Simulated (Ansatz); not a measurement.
# CH7PSSn: how energies converge with the basis set

The task here is to estimate one member of a computed series from the others.

Method: one geometry, several basis sets; program: Ansatz 0.2.0, Gaussian basis.

Levels to be run: PBE0-D4/def2-SVP; ωB97M-V/def2-SVP; PBE0-D4/def2-QZVPP; ωB97M-V/def2-QZVPP; the functionals' def2-TZVPP values are taken from earlier runs.

## Structure used throughout

All runs share one geometry, relaxed beforehand with PBE0-D4 in a triple-zeta def2 set. Sn takes the def2 core potential; no spin-orbit term is included.

SMILES `PS[CH2][SnH3]`, 11 atoms, charge 0, spin multiplicity 1.

Atoms are counted from 1 here; the program's logs count them from 0.

Bond lengths: P1–S2 2.107 Å, P1–H5 1.420 Å, P1–H6 1.419 Å, S2–C3 1.814 Å, C3–Sn4 2.157 Å, C3–H7 1.090 Å, C3–H8 1.092 Å, Sn4–H9 1.707 Å, Sn4–H10 1.706 Å, Sn4–H11 1.711 Å. Angles: S2–P1–H5 99.1°, S2–P1–H6 97.3°, H5–P1–H6 93.5°, P1–S2–C3 100.0°, S2–C3–Sn4 113.2°, S2–C3–H7 110.4°, S2–C3–H8 105.2°, Sn4–C3–H7 111.7°, Sn4–C3–H8 108.4°, H7–C3–H8 107.7°, C3–Sn4–H9 108.0°, C3–Sn4–H10 108.7°, C3–Sn4–H11 110.7°, H9–Sn4–H10 109.7°, H9–Sn4–H11 109.8°, H10–Sn4–H11 109.9°.

The first run:

in.yaml

```yaml
crystal:
  periodic: [false, false, false]
  atoms:
    - {symbol: P, position_ang: [-1.815821, 1.240709, 0.360274]}
    - {symbol: S, position_ang: [0.191227, 1.357680, 0.989182]}
    - {symbol: C, position_ang: [0.643422, -0.398402, 0.932148]}
    - {symbol: Sn, position_ang: [0.866545, -1.153437, -1.075716]}
    - {symbol: H, position_ang: [-1.792216, 2.235056, -0.652889]}
    - {symbol: H, position_ang: [-2.360501, 2.119894, 1.331960]}
    - {symbol: H, position_ang: [-0.066563, -0.991652, 1.508323]}
    - {symbol: H, position_ang: [1.611470, -0.460326, 1.433716]}
    - {symbol: H, position_ang: [2.304398, -0.504048, -1.726691]}
    - {symbol: H, position_ang: [-0.468209, -0.640200, -2.005160]}
    - {symbol: H, position_ang: [0.951550, -2.862275, -1.074646]}
basis:
  gaussian: {orbitals: def2-SVP}
hamiltonian: {xc: pbe0, dispersion: d4}
output: {orbitals: {seedname: orbitals}}
```

Run with:

```
ansatz run in.yaml --threads 4 --pin off --events-out ev --progress --plain --max-ram 10444MiB
```

Steps of the session up to this table: PBE0-D4 in def2-SVP; ωB97M-V in def2-SVP; PBE0-D4 in def2-QZVPP; ωB97M-V in def2-QZVPP.

One of the session's tables, all rows but one given; the rest of the session is left out.

It belongs to the step «Density functionals: the series». 

| functional | basis | HOMO (eV) | LUMO (eV) |
| --- | --- | --- | --- |
| PBE0-D4 | def2-SVP | -6.51 | -0.06 |
| PBE0-D4 | def2-TZVPP | -6.59 | -0.43 |
| PBE0-D4 | def2-QZVPP | -6.62 | -0.53 |
| ωB97M-V | def2-SVP | ? | ? |
| ωB97M-V | def2-TZVPP | -8.70 | 1.24 |
| ωB97M-V | def2-QZVPP | -8.73 | 0.98 |

**Question.** Estimate the row for ωB97M-V, def2-SVP.

**Answer.** HOMO (eV): -8.60; LUMO (eV): 1.84. In the column «HOMO (eV)» it lies between ωB97M-V, def2-TZVPP (-8.70) and PBE0-D4, def2-QZVPP (-6.62).
